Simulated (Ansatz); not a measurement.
Set up this calculation in Ansatz 0.2.0, as the native input.

| Quantity | Value |
| --- | --- |
| Task | single point |
| Functional | PBE |
| Potentials or basis | Ansatz PAW |
| Cutoff | 420 eV (not typed: the program's choice for these potentials) |
| k mesh | 7 × 7 × 8 |
| Occupations | gaussian, width 0.013 eV |
| Spin | no spin polarisation |

The system is AlSn.

```
Sn Al
1.0
     4.19811    0.00000    0.00000
    -2.09905    3.63567    0.00000
     0.00000    0.00000    3.30685
Sn Al
1 1
Direct
  0.33333 0.66667 0.50000
  0.00000 0.00000 0.00000
```

The cell comes from a database or a generator and needn't be the stable form of this composition.

One way to write it, as run:

input.yaml

```yaml
crystal:
  lattice:
    - [4.1981056157, 0.0, 0.0]
    - [-2.0990528078, 3.6356661109, 0.0]
    - [0.0, 0.0, 3.306847]
  atoms:
    - { symbol: Sn, position: [0.3333333333, 0.6666666667, 0.5] }
    - { symbol: Al, position: [0.0, 0.0, 0.0] }
hamiltonian:
  xc: pbe
  pseudopotentials: { kind: paw }
kpoints:
  mp_grid: { grid: [7, 7, 8] }
scf:
  occupations: { method: gaussian, width: 0.013 }
output:
  forces: true
  stress: true
  eigenvalues: true
  write_density: true
  write_potential: true
  elf: true
  volumetric_format: npy
```

Potentials or basis: Ansatz PAW.

Run with:

```sh
$ ansatz run input.yaml --threads 2 --pin off --max-ram 5632MiB --backend cpu --events-out ev --progress --plain --runs-dir out
```

It gave:

- Pressure: 0.3 GPa
- Band gap on the k mesh: none (metal or under the smearing width)

Wall time 1.6 s on 2 threads of Arm Neoverse V2, on a shared host, peak memory 0.32 GiB.
